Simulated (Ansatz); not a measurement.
# GaGe3 (Pm-3m): point defect (substitution) in a supercell

Wanted for GaGe3 (Pm-3m): a point defect (substitution) in a supercell.

All numbers are computed with the Python package of Ansatz 0.2.0. Level of theory: DFT PBE, plane waves, PAW.

### Step 1. The system

It takes space group Pm-3m (No. 221, cubic). The conventional cell has a = 4.278 Å, b = 4.278 Å, c = 4.278 Å, α = 90.00°, β = 90.00°, γ = 90.00°. Around Ga (site symmetry m-3m) lie 12 Ge at 3.03 Å. Ge (site symmetry 4/mmm) is surrounded by 4 Ga at 3.03 Å and 8 Ge at 3.03 Å.

The script holds or builds the structure itself.

### Step 2. The code

The input, defect_gage3.py:

```python
"""Point defect (substitution) in GaGe3."""

import ansatz as az
import numpy as np

XC = "pbe"
CUTOFF_EV = 450
K_SPACING = 0.5
OCCUPATIONS = "gaussian"

crystal = (
    az.Lattice.of((4.278466, 0.0, 0.0), (0.0, 4.278466, 0.0), (0.0, 0.0, 4.278466))
    .atom("Ga", (0.0, 0.0, 0.0))
    .atom("Ge", (0.0, 0.5, 0.5))
    .atom("Ge", (0.5, 0.0, 0.5))
    .atom("Ge", (0.5, 0.5, 0.0))
)
host = crystal.supercell(2, 2, 1)
defective = host.substitution("Sn", at=(0.5, 0.5, 0.0), replaces="Ge")

def prepare(structure):
    return (
        structure.calculation()
        .functional(XC)
        .basis(CUTOFF_EV)
        .kpoints(spacing=K_SPACING)
        .occupations(OCCUPATIONS)
        .band_table()
    )


perfect = prepare(host).run(threads=1, backend="cpu").report
model = prepare(defective).forces()
out = model.run(threads=1, backend="cpu")
summary = out.report

n_host, n_defect = len(perfect["lattice"]["sites"]), len(summary["lattice"]["sites"])
print(f"perfect cell: {n_host} atoms, F = {perfect['free_energy_ev']:.4f} eV")
print(f"defect cell:  {n_defect} atoms, F = {summary['free_energy_ev']:.4f} eV")
# chemical potentials are still to be added to this difference
print(f"difference {summary['free_energy_ev'] - perfect['free_energy_ev']:.4f} eV (no chemical potentials)")

for site in out.lattice.sites:
    print(f"{site.symbol:2s}", " ".join(f"{v:8.4f}" for v in site.position_ang))

for label, run in (("perfect", perfect), ("defect", summary)):
    levels, filled = np.array(run["eigenvalues_ev"][0]), np.array(run["occupations"][0])
    top = int(np.argmin(np.abs(levels - run["fermi_energy_ev"])))
    window = slice(max(top - 3, 0), top + 4)
    print(label, "levels near E_F at the first k-point:", ", ".join(f"{e - run['fermi_energy_ev']:.2f} ({f:.2f})" for e, f in zip(levels[window], filled[window])))
```

### Step 3. What the engine is handed

The package turns the script's settings into the engine's input (first run):

```yaml
crystal:
  lattice:
    - [4.278466, 0.0, 0.0]
    - [0.0, 4.278466, 0.0]
    - [0.0, 0.0, 4.278466]
  atoms:
    - { symbol: Ga, position: [0.0, 0.0, 0.0] }
    - { symbol: Ge, position: [0.0, 0.5, 0.5] }
    - { symbol: Ge, position: [0.5, 0.0, 0.5] }
    - { symbol: Ge, position: [0.5, 0.5, 0.0] }
  supercell: [2, 2, 1]
basis:
  ecutwfc: 450.0
kpoints:
  mp_grid:
    kspacing: 0.5
hamiltonian:
  xc: pbe
scf:
  occupations:
    method: gaussian
output:
  eigenvalues: true
```

### Step 4. Running it

The run is started by

```
> python defect_gage3.py
```

Output:

```text
perfect cell: 16 atoms, F = -66668.2181 eV
defect cell:  16 atoms, F = -68397.4768 eV
difference -1729.2588 eV (no chemical potentials)
Ga   0.0000   0.0000   0.0000
Ge   0.0000   2.1392   2.1392
Ge   2.1392   0.0000   2.1392
Sn   2.1392   2.1392   0.0000
Ga   0.0000   4.2785   0.0000
Ge   0.0000   6.4177   2.1392
Ge   2.1392   4.2785   2.1392
Ge   2.1392   6.4177   0.0000
Ga   4.2785   0.0000   0.0000
Ge   4.2785   2.1392   2.1392
Ge   6.4177   0.0000   2.1392
Ge   6.4177   2.1392   0.0000
Ga   4.2785   4.2785   0.0000
Ge   4.2785   6.4177   2.1392
Ge   6.4177   4.2785   2.1392
Ge   6.4177   6.4177   0.0000
perfect levels near E_F at the first k-point: -0.24 (2.00), -0.08 (1.73), -0.08 (1.73), -0.02 (1.22), 0.16 (0.03), 0.16 (0.03), 0.17 (0.02)
defect levels near E_F at the first k-point: -0.26 (2.00), -0.09 (1.80), -0.09 (1.80), 0.04 (0.58), 0.07 (0.32), 0.10 (0.14), 0.11 (0.13)
```

Wall time 82 s (1 thread of Arm Neoverse N1, shared host); peak memory 0.8 GiB.

### Step 5. Inputs of later runs

The engine's inputs for the other runs:

Run 2, against run 1:

```diff
@@ -11,0 +12,2 @@
+  defects:
+    - { substitution: { at: 3, symbol: Sn } }
@@ -22,0 +25 @@
+  forces: true
```

### Step 6. What the script built

Run 2 starts from these 16 atoms:

```xyz
16
Lattice="8.557 0.000 0.000 0.000 8.557 0.000 0.000 0.000 4.278" Properties=species:S:1:pos:R:3 pbc="T T T"
Ga    0.000    0.000    0.000
Ge    0.000    2.139    2.139
Ge    2.139    0.000    2.139
Sn    2.139    2.139    0.000
Ga    0.000    4.278    0.000
Ge    0.000    6.418    2.139
Ge    2.139    4.278    2.139
Ge    2.139    6.418    0.000
Ga    4.278    0.000    0.000
Ge    4.278    2.139    2.139
Ge    6.418    0.000    2.139
Ge    6.418    2.139    0.000
Ga    4.278    4.278    0.000
Ge    4.278    6.418    2.139
Ge    6.418    4.278    2.139
Ge    6.418    6.418    0.000
```

### Step 7. Run by run

The 2 runs, in the order started:

| run | system | space group | energy (eV/atom) | SCF cycles | CPU time (s) |
| --- | --- | --- | --- | --- | --- |
| 1 | GaGe3 (16 atoms) | Pm-3m | -4166.7636 | 8 | 36 |
| 2 | Ga4SnGe11 (16 atoms) | P4/mmm | -4274.8423 | 9 | 44 |

Energies are free energies F = E - TS of the smeared occupations. Totals carry meaning only in balanced differences at one level of theory.

### Step 8. Summary of results

| quantity | value |
| --- | --- |
| runs compared | 2 |
| perfect cell (as printed) | 16 atoms, F = -66668.2181 eV |
| defect cell (as printed) | 16 atoms, F = -68397.4768 eV |

A formation energy would need chemical potentials for the atoms added or removed, which the two totals don't give. The cell is small, so the defect feels its images. Caveats:
- The computed bands are complete only to about 3.5 eV above the Fermi level.
- The atoms stand at ideal sites; relaxing them can change energy and levels by an eV or more.
- The difference holds no chemical potentials.
- Errors of mesh and smearing per atom add up over the supercell, so the energy can be off by tenths of an eV.
- Each cell's levels count from its own Fermi level and aren't aligned; one k-point can hide that the defect cell is metallic.
- This cell is a computed structure, which may not be the phase found in nature.
- The supercell is small, so the defect meets its images and the energies aren't those of an isolated defect; a partly filled defect level may also lower its energy by spin or distortion. For a charged cell the difference holds no correction, alignment or term for the electrons' reservoir.
